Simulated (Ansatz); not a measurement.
# SiGeH6 (singlet): from Hartree-Fock to the top rungs at distance Ge1–H5 along a hydrogen transfer = 1.659 Å, cc-pVDZ

One table from this session's results is given with a row withheld; the runs are named, their logs left out.

The runs use Ansatz 0.2.0, Gaussian basis; cc-pVDZ, core rule «outside noble gas», up to 19 orbitals frozen.

Plan: UHF; CCSD(T) on RHF; CCSD(T) on UHF; BCCD(T) on RHF; CISD; CCSDT(Q) on RHF; CASSCF and NEVPT2, 2 electrons in 2 orbitals; CASSCF and NEVPT2, 8 electrons in 8 orbitals.

8 further runs of the same task are left out: 6 that didn't finish, 2 set aside as unsound or not needed.

## What is computed

The geometry derives from fragments relaxed apart (PBE0/def2-TZVP) and kept rigid, so it is no stationary point. A hydrogen atom is moved between rigid fragments. No spin-orbit coupling is included. The filled d shell of Ge may be among the frozen orbitals whatever the setting's name suggests; the logs give the count.

8 atoms, charge 0, spin multiplicity 1.

Atoms are counted from 1 here; the program's logs count them from 0.

Bond lengths: Ge1–H2 1.534 Å, Ge1–H3 1.534 Å, Ge1–H4 1.534 Å, Ge1–H5 1.659 Å, Si6–H7 1.526 Å, Si6–H8 1.526 Å. Angles: H2–Ge1–H3 109.5°, H2–Ge1–H4 109.5°, H2–Ge1–H5 109.5°, H3–Ge1–H4 109.5°, H3–Ge1–H5 109.5°, H4–Ge1–H5 109.5°, H7–Si6–H8 91.2°.

Set-up of the first run:

Contents of in.yaml:

```yaml
crystal:
  periodic: [false, false, false]
  atoms:
    - {symbol: Ge, position_ang: [-1.096431, 0.016507, 0.000000]}
    - {symbol: H, position_ang: [-1.607881, 1.463106, 0.000001]}
    - {symbol: H, position_ang: [-1.607881, -0.706793, 1.252791]}
    - {symbol: H, position_ang: [-1.607881, -0.706793, -1.252792]}
    - {symbol: H, position_ang: [0.562569, 0.016507, 0.000000]}
    - {symbol: Si, position_ang: [2.747569, 0.016507, 0.000000]}
    - {symbol: H, position_ang: [3.359749, -0.857778, 1.090012]}
    - {symbol: H, position_ang: [3.359749, -0.857777, -1.090013]}
basis:
  gaussian: {orbitals: cc-pVDZ}
magnetization: {spin_polarized: true, initial_magnetization: 0}
hamiltonian: {xc: hf}
output: {orbitals: {seedname: orbitals}}
```

Run with:

```bash
$ ansatz run in.yaml --threads 1 --pin off --events-out ev --progress --plain --max-ram 2393MiB
```

Among the steps run: UHF; CCSD(T) on RHF; CCSD(T) on UHF; BCCD(T) on RHF; CISD; CCSDT(Q) on RHF; CASSCF and NEVPT2, 2 electrons in 2 orbitals; CASSCF and NEVPT2, 8 electrons in 8 orbitals.

One of the session's tables, all rows but one given; the rest of the session is left out.

```
         method  from RCCSDT(Q) (meV)
            RHF               +7394.2
            UHF               +7342.5
           RMP2               +1738.0
           CISD                +968.4
          RCCSD                +198.7
       RCCSD(T)                 +42.5
        BCCD(T)                     ?
         RCCSDT                  +6.2
      RCCSDT(Q)                     0
    CASSCF pair               +6926.0
    NEVPT2 pair               +1703.1
CASSCF frontier               +5640.9
NEVPT2 frontier               +1519.8
```

**Question.** Estimate the row for BCCD(T).

The run gave: from RCCSDT(Q) (meV): +41.8. In the column «from RCCSDT(Q) (meV)» it lies between RCCSDT (+6.2) and RCCSD(T) (+42.5).

Not comparable, so not listed: CCSD(T) on UHF (they don't share determinant, frozen orbitals or solution with the rows shown, or repeat one).

Caveats from the session: Warnings: restricted reference is unstable; spin contamination.
